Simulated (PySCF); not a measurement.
# CH7ClO2Si2: the cost of one run

The runs use PySCF 2.14.0, with density-fitted response routines of our own; the level of theory stands in each step. All values are computed, except where a source is named. Atoms are numbered from 0 throughout.

### Step 1. The starting structure

13 atoms, charge 0, multiplicity 1; geometry from: GFN2-xTB. The atoms were then displaced at random by about 0.01 Å, so the start is not that level's minimum.

Bonds of the start (Å): C0–O1 1.38, O1–Si2 1.61, Si2–Cl3 2.00, Si2–O4 1.62, O4–Si5 1.62, C0–H6 1.11, C0–H7 1.06, C0–H8 1.08, Si2–H9 1.45, Si5–H10 1.45, Si5–H11 1.47, Si5–H12 1.45.

### Step 2. Relaxing the molecule at PBE0-D3(BJ)/def2-SVP

The job: settings as JSON, then the geometry in Å.

```
{"job": {"xc": "PBE0", "basis": "def2-SVP", "d3": "d3bj", "grid": 1, "shake": 0.01, "kind": "geom"}, "charge": 0, "multiplicity": 1}
C     -2.363820    -0.787080    -0.072220
O     -1.075140    -0.333940     0.132690
Si    -0.280690     0.870050    -0.582590
Cl    -0.348240     0.690680    -2.572410
O      1.258030     0.724050    -0.105790
Si     2.654640    -0.050490     0.187060
H     -3.079500    -0.056990     0.367000
H     -2.480860    -1.728310     0.398910
H     -2.601290    -0.847180    -1.124060
H     -0.687710     2.194870    -0.154300
H      3.109020    -0.631010    -1.065680
H      2.406190    -1.088010     1.195040
H      3.495170     1.026490     0.663540
```

Launch:

```bash
$ OMP_NUM_THREADS=1 python probes_run.py task.json out
```

This one command runs all jobs of the session in turn.

**Question.** How long does this first job take on 1 thread of Arm Neoverse N1, shared host, and how much memory does it need?

About 2.9 min, with a peak of 0.52 GiB.
